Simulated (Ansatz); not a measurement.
Cl₂H₂Si, SMILES Cl[SiH2]Cl, the interaction energy of a dimer with the counterpoise correction

Program: Ansatz's Python interface.

The cells in order, each with its output:

```python
import ansatz as az
```

```python
FIRST = [
    ("Cl", (-1.0665, -0.3453, 1.5964)),
    ("Si", (0.1266, -0.0651, -0.0187)),
    ("Cl", (-0.8557, 1.2299, -1.2969)),
    ("H", (0.3879, -1.3596, -0.7001)),
    ("H", (1.4077, 0.5403, 0.4194)),
]
SECOND = [
    ("Cl", (-3.0067, 3.3438, -2.2065)),
    ("Si", (-4.8779, 3.4113, -2.984)),
    ("Cl", (-4.7753, 2.6655, -4.9099)),
    ("H", (-5.3814, 4.8093, -3.0007)),
    ("H", (-5.7778, 2.5622, -2.1661)),
]
```

```python
def energy(atoms, ghosts=()):
    molecule = az.Crystal.molecule()
    for symbol, xyz in atoms:
        molecule = molecule.atom(symbol, xyz)
    calc = (
        molecule.calculation()
        .basis(gaussian="def2-SVPD")
        .correlation("mp2")
    )
    deck = calc.input()
    if ghosts:
        deck = deck.set(az.key.basis.gaussian.ghost_atoms, [{"symbol": s, "position_ang": list(xyz)} for s, xyz in ghosts])
    return az.Session.from_dict(deck).plan().execute().report["free_energy_ev"]
```

```python
# ghost atoms carry the functions of the partner
both = energy(FIRST + SECOND)
alone = energy(FIRST) + energy(SECOND)
ghosted = energy(FIRST, SECOND) + energy(SECOND, FIRST)
print(f"dimer {both:.6f} eV")
print(f"interaction, uncorrected   {96.485332 * (both - alone):8.3f} kJ/mol")
print(f"interaction, counterpoise  {96.485332 * (both - ghosted):8.3f} kJ/mol")
print(f"basis-set superposition    {96.485332 * (alone - ghosted):8.3f} kJ/mol")
```

    dimer -65809.180134 eV
    interaction, uncorrected     -6.366 kJ/mol
    interaction, counterpoise     3.825 kJ/mol
    basis-set superposition      10.190 kJ/mol

Uncorrected it is -6.366 kJ/mol, with the counterpoise correction 3.825 kJ/mol; the difference, 10.19 kJ/mol, is the superposition error. The sign changes with the correction, so this basis doesn't settle it.

Reading the output:
- Total energies depend on the basis set; only differences at equal settings carry meaning.
- The dimer is a generated trial pose of unrelaxed monomers, not a minimum, so the figure is no binding energy, and the basis set is small.
- The whole script took 23 s on 1 thread of Arm Neoverse V1, with other jobs on the host, peak memory 0.57 GiB.
